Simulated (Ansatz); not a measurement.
**C₆H₁₄O₃: a ladder of functionals and wavefunction methods**

Aim: compute C₆H₁₄O₃ with functionals from several rungs and with coupled cluster. The yardstick is the atomisation energy at the CCSD(T) limit.

Program: Ansatz 0.2.0, Gaussian basis. Level of theory: functionals in def2-TZVPP, the program's frozen cores in correlated methods. These are calculated values, not measurements.

The runs, in order: LDA (SPW92), PBE-D4, revPBE-D4, BLYP-D4, r2SCAN-D4, B97M-V, PBE0-D4, B3LYP-D4, r2SCANh-D4, r2SCAN0-D4, HSE06-D4, BHLYP-D4, CAM-B3LYP-D4, LC-ωPBE, ωB97X-V, ωB97M-V, B2PLYP, PBE-QIDH; CCSD(T)/def2-SVP; CCSD(T)/def2-TZVPP; MP2/def2-QZVPP; extrapolation to the limit; RPA on PBE.

## 1. Structure used throughout

The geometry comes from an earlier relaxation with PBE0-D4 in a triple-zeta def2 set; it is a stationary point, not always the lowest conformer.

SMILES `COCCOCCOC`, 23 atoms, charge 0, spin multiplicity 1.

Atoms are counted from 1 here; the program's logs count them from 0.

Bond lengths: C1–O2 1.403 Å, C1–H10 1.096 Å, C1–H11 1.100 Å, C1–H12 1.090 Å, O2–C3 1.401 Å, C3–C4 1.522 Å, C3–H13 1.093 Å, C3–H14 1.103 Å, C4–O5 1.401 Å, C4–H15 1.102 Å, C4–H16 1.092 Å, O5–C6 1.405 Å, C6–C7 1.516 Å, C6–H17 1.097 Å, C6–H18 1.100 Å, C7–O8 1.404 Å, C7–H19 1.093 Å, C7–H20 1.099 Å and more. Angles: O2–C1–H10 112.1°, O2–C1–H11 111.4°, O2–C1–H12 107.1°, H10–C1–H11 108.9°, H10–C1–H12 108.6°, H11–C1–H12 108.7°, C1–O2–C3 114.1°, O2–C3–C4 114.8°, O2–C3–H13 105.6°, O2–C3–H14 111.0°, C4–C3–H13 110.5°, C4–C3–H14 107.5°, H13–C3–H14 107.3°, C3–C4–O5 114.6°, C3–C4–H15 107.5°, C3–C4–H16 110.7°, O5–C4–H15 111.0°, O5–C4–H16 105.6° and more.

## 2. LDA

This LDA is Slater exchange with PW92 correlation.

The input, in.yaml:

```yaml
crystal:
  periodic: [false, false, false]
  atoms:
    - {symbol: C, position_ang: [1.645882, -2.217299, -1.510170]}
    - {symbol: O, position_ang: [0.990190, -2.055844, -0.280753]}
    - {symbol: C, position_ang: [-0.406065, -2.138927, -0.361117]}
    - {symbol: C, position_ang: [-1.057602, -1.083614, -1.243517]}
    - {symbol: O, position_ang: [-0.603049, 0.223380, -1.022485]}
    - {symbol: C, position_ang: [-0.811973, 0.701778, 0.281459]}
    - {symbol: C, position_ang: [-0.485216, 2.182570, 0.275131]}
    - {symbol: O, position_ang: [-0.622194, 2.759998, 1.548081]}
    - {symbol: C, position_ang: [0.502758, 2.593005, 2.369513]}
    - {symbol: H, position_ang: [1.480201, -1.366286, -2.180775]}
    - {symbol: H, position_ang: [1.324974, -3.138095, -2.018463]}
    - {symbol: H, position_ang: [2.712655, -2.289973, -1.297298]}
    - {symbol: H, position_ang: [-0.764882, -2.052913, 0.667218]}
    - {symbol: H, position_ang: [-0.722587, -3.126340, -0.736731]}
    - {symbol: H, position_ang: [-2.147567, -1.153314, -1.094809]}
    - {symbol: H, position_ang: [-0.860106, -1.287983, -2.298394]}
    - {symbol: H, position_ang: [-0.171782, 0.173982, 0.999380]}
    - {symbol: H, position_ang: [-1.858602, 0.558506, 0.589584]}
    - {symbol: H, position_ang: [-1.178161, 2.702402, -0.390759]}
    - {symbol: H, position_ang: [0.530587, 2.326727, -0.118647]}
    - {symbol: H, position_ang: [1.398582, 3.033992, 1.911041]}
    - {symbol: H, position_ang: [0.711500, 1.538515, 2.589854]}
    - {symbol: H, position_ang: [0.297156, 3.108636, 3.308056]}
basis:
  gaussian: {orbitals: def2-TZVPP}
hamiltonian: {xc: lda}
output: {orbitals: {seedname: orbitals}}
```

Run with:

```
> ansatz run in.yaml --threads 5 --pin off --events-out ev --progress --plain --max-ram 66560MiB --backend cuda --devices 0, --max-vram 37GiB
```

Further steps of the session: PBE-D4 (GGA); revPBE-D4 (GGA); BLYP-D4 (GGA); r2SCAN-D4 (meta-GGA); B97M-V (meta-GGA); B3LYP-D4 (hybrid); r2SCANh-D4 (hybrid); r2SCAN0-D4 (hybrid); HSE06-D4 (hybrid); BHLYP-D4 (hybrid); CAM-B3LYP-D4 (range-separated); LC-ωPBE (range-separated); ωB97X-V (range-separated); ωB97M-V (range-separated); B2PLYP (double hybrid); PBE-QIDH (double hybrid); CCSD(T) in def2-SVP; CCSD(T) in def2-TZVPP; MP2 in def2-QZVPP; RPA on PBE orbitals.

**Question.** What will the summary of the whole plan be? Wanted: atomisation energy, CCSD(T)/CBS; farthest beyond LDA; mean size of error, GGA; mean size of error, meta-GGA; mean size of error, hybrid; mean size of error, range-separated; mean size of error, double hybrid; gap, smallest and largest; T1 diagnostic.

As calculated:

```
                               quantity                                                                                            value
        atomisation energy, CCSD(T)/CBS                                                                                        93.398 eV
    functionals within 0.467 eV (0.5 %)  revPBE-D4, BLYP-D4, r2SCAN-D4, B97M-V, PBE0-D4, B3LYP-D4, r2SCANh-D4, LC-ωPBE, ωB97X-V, ωB97M-V
                    farthest beyond LDA                                                                             BHLYP-D4 (-2.934 eV)
                mean size of error, GGA                                                                                         0.848 eV
           mean size of error, meta-GGA                                                                                         0.128 eV
             mean size of error, hybrid                                                                                         0.916 eV
    mean size of error, range-separated                                                                                         0.277 eV
      mean size of error, double hybrid                                                                                         0.744 eV
              gap, smallest and largest                                                        5.83 eV (LDA (SPW92)), 13.16 eV (LC-ωPBE)
                          T1 diagnostic                                                                                           0.0106
triples share of the correlation energy                                                                                            3.7 %
```

The LDA atomisation energy is off by 14.586 eV (16 %): it overbinds. PBE-D4 misses by +2.222 eV. Double hybrids carry the basis error of their MP2 part in triple zeta, and no dispersion term here, so their miss is partly the set-up's. The rungs meta-GGA, range-separated miss on average by less than the doubt on the reference (0.467 eV), so they tie. The reference freezes the cores and leaves out relativity and excitations past (T), so misses under about 0.467 eV can't be ranked. Hartree-Fock recovers 72 % of the binding; the rest is correlation. CCSD(T) in def2-SVP is off by -4.074 eV, so the small basis spoils what the method gains. The gap grows from 5.8 to 13.2 eV across the functionals, mostly with the share of exact exchange.
